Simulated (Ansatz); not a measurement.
# BGeN (triplet): the correlation ladder, cc-pVTZ

One table from this session's results is given with a row withheld; the runs are named, their logs left out.

Method: cc-pVTZ, core rule «outside noble gas», up to 16 orbitals frozen; program: Ansatz 0.2.0, Gaussian basis.

Plan: UHF; CCSD(T) on ROHF; CCSD(T) on UHF; BCCD(T) on ROHF; CCSDT(Q) on ROHF; CCSDT(Q) on UHF.

7 further runs of the same task are left out: 3 for a known fault of the program, 4 set aside as unsound or not needed. Runs told in other sessions of the task aren't counted.

### The system

The geometry is a PBE0/def2-TZVP stationary point (not a proven minimum). No spin-orbit coupling is included. The filled d shell of Ge may be among the frozen orbitals whatever the setting's name suggests.

3 atoms, charge 0, spin multiplicity 3.

Atoms are counted from 1 here; the program's logs count them from 0.

Bond lengths: B1–Ge2 1.905 Å, Ge2–N3 1.682 Å. Angles: B1–Ge2–N3 180.0°.

The first run:

Input file in.yaml:

```yaml
crystal:
  periodic: [false, false, false]
  atoms:
    - {symbol: B, position_ang: [0.000000, 0.000000, 1.831000]}
    - {symbol: Ge, position_ang: [0.000000, 0.000000, -0.074500]}
    - {symbol: N, position_ang: [0.000000, 0.000000, -1.756500]}
basis:
  gaussian: {orbitals: cc-pVTZ}
magnetization: {spin_polarized: true, initial_magnetization: 2}
hamiltonian: {xc: hf}
output: {orbitals: {seedname: orbitals}}
```

Run with:

```
ansatz run in.yaml --threads 1 --pin off --events-out ev --progress --plain --max-ram 4096MiB --backend cpu
```

Among the steps run: UHF; CCSD(T) on ROHF; CCSD(T) on UHF; BCCD(T) on ROHF; CCSDT(Q) on ROHF; CCSDT(Q) on UHF.

One of the session's tables, all rows but one given; the rest of the session is left out.

```
   method  from RCCSDT(Q) (kJ/mol)
     ROHF                  +1122.4
     RMP2                   +120.5
     UMP2                   +194.0
    RCCSD                   +105.6
    UCCSD                   +103.9
 RCCSD(T)                    +16.3
 UCCSD(T)                        ?
  BCCD(T)                    +16.0
   RCCSDT                    +15.7
   UCCSDT                    +15.0
RCCSDT(Q)                        0
UCCSDT(Q)                     -7.1
```

**Question.** Estimate the row for UCCSD(T).

As computed: from RCCSDT(Q) (kJ/mol): +33.7. In the column «from RCCSDT(Q) (kJ/mol)» it lies between RCCSD(T) (+16.3) and UCCSD (+103.9).

Left out of the table: UHF (another determinant or state than the rows shown).

To keep in mind: The determinant of HF (⟨S²⟩ 3.19) is far from a pure spin state, so its energy mixes those of several spin states; that is harmless only where they are near-degenerate. The determinant of CCSD(T) (⟨S²⟩ 2.88) is far from a pure spin state, so its energy mixes those of several spin states; high orders of coupled cluster remove much of that, low ones don't. The determinant of CCSDT(Q) (⟨S²⟩ 2.88) is far from a pure spin state, so its energy mixes those of several spin states; high orders of coupled cluster remove much of that, low ones don't. The program flags BCCD(T) as in doubt, so read those rows with care; the flags are large difference. Warnings: spin contamination; coupled cluster took another determinant than the lowest; large T1 diagnostic. Restricted and unrestricted rows rest on different reference determinants; a gap between their highest levels can come from leftover correlation error, from unlike frozen cores or from another state.
